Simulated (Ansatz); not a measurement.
**C₂H₇GaN₂: basis-set convergence**

One table from this session's results is given with a row withheld; the runs are named, their logs left out.

The runs use Ansatz 0.2.0, Gaussian basis; one geometry, several basis sets.

The runs, in order: PBE0-D4/def2-SVP; ωB97M-V/def2-SVP; PBE0-D4/def2-QZVPP; ωB97M-V/def2-QZVPP; the functionals' def2-TZVPP values are taken from earlier runs.

## Structure used throughout

The geometry comes from an earlier relaxation with PBE0-D4 in a triple-zeta def2 set; it is a stationary point, not always the lowest conformer.

SMILES `C[N]1C[NH][GaH]1`, 12 atoms, charge 0, spin multiplicity 1.

Atoms are counted from 1 here; the program's logs count them from 0.

Bond lengths: C1–N2 1.428 Å, C1–H6 1.101 Å, C1–H7 1.100 Å, C1–H8 1.092 Å, N2–C3 1.453 Å, N2–Ga5 1.838 Å, C3–N4 1.460 Å, C3–H9 1.103 Å, C3–H10 1.104 Å, N4–Ga5 1.854 Å, N4–H11 1.007 Å, Ga5–H12 1.539 Å. Angles: N2–C1–H6 112.6°, N2–C1–H7 112.1°, N2–C1–H8 110.0°, H6–C1–H7 107.2°, H6–C1–H8 107.5°, H7–C1–H8 107.2°, C1–N2–C3 120.3°, C1–N2–Ga5 145.4°, C3–N2–Ga5 92.0°, N2–C3–N4 101.4°, N2–C3–H9 112.3°, N2–C3–H10 111.0°, N4–C3–H9 112.6°, N4–C3–H10 112.0°, H9–C3–H10 107.5°, C3–N4–Ga5 91.1°, C3–N4–H11 116.9°, Ga5–N4–H11 132.3° and more.

The first run:

File in.yaml:

```yaml
crystal:
  periodic: [false, false, false]
  atoms:
    - {symbol: C, position_ang: [-1.578536, -0.220038, 0.669105]}
    - {symbol: N, position_ang: [-0.399745, 0.113864, -0.063519]}
    - {symbol: C, position_ang: [0.805530, -0.682845, 0.085926]}
    - {symbol: N, position_ang: [1.813181, 0.206726, -0.483936]}
    - {symbol: Ga, position_ang: [0.514630, 1.452043, -0.929618]}
    - {symbol: H, position_ang: [-1.408969, -0.243261, 1.756531]}
    - {symbol: H, position_ang: [-1.978783, -1.203166, 0.381726]}
    - {symbol: H, position_ang: [-2.360910, 0.516215, 0.474583]}
    - {symbol: H, position_ang: [0.739152, -1.645916, -0.447169]}
    - {symbol: H, position_ang: [1.004287, -0.904354, 1.148731]}
    - {symbol: H, position_ang: [2.550864, -0.222439, -1.017651]}
    - {symbol: H, position_ang: [0.299319, 2.833162, -1.574719]}
basis:
  gaussian: {orbitals: def2-SVP}
hamiltonian: {xc: pbe0, dispersion: d4}
output: {orbitals: {seedname: orbitals}}
```

Launch:

```console
$ ansatz run in.yaml --threads 2 --pin off --events-out ev --progress --plain --max-ram 32768MiB --backend cpu
```

Steps of the session up to this table: PBE0-D4 in def2-SVP; ωB97M-V in def2-SVP; PBE0-D4 in def2-QZVPP; ωB97M-V in def2-QZVPP.

One of the session's tables, all rows but one given; the rest of the session is left out.

It belongs to the step «Functionals by basis». 

```
functional       basis  HOMO (eV)
   PBE0-D4    def2-SVP      -5.90
   PBE0-D4  def2-TZVPP      -6.00
   PBE0-D4  def2-QZVPP          ?
   ωB97M-V    def2-SVP      -8.16
   ωB97M-V  def2-TZVPP      -8.26
   ωB97M-V  def2-QZVPP      -8.30
```

**Question.** Estimate the row for PBE0-D4, def2-QZVPP.

**Answer.** HOMO (eV): -6.03. In the column «HOMO (eV)» it lies between ωB97M-V, def2-SVP (-8.16) and PBE0-D4, def2-TZVPP (-6.00).
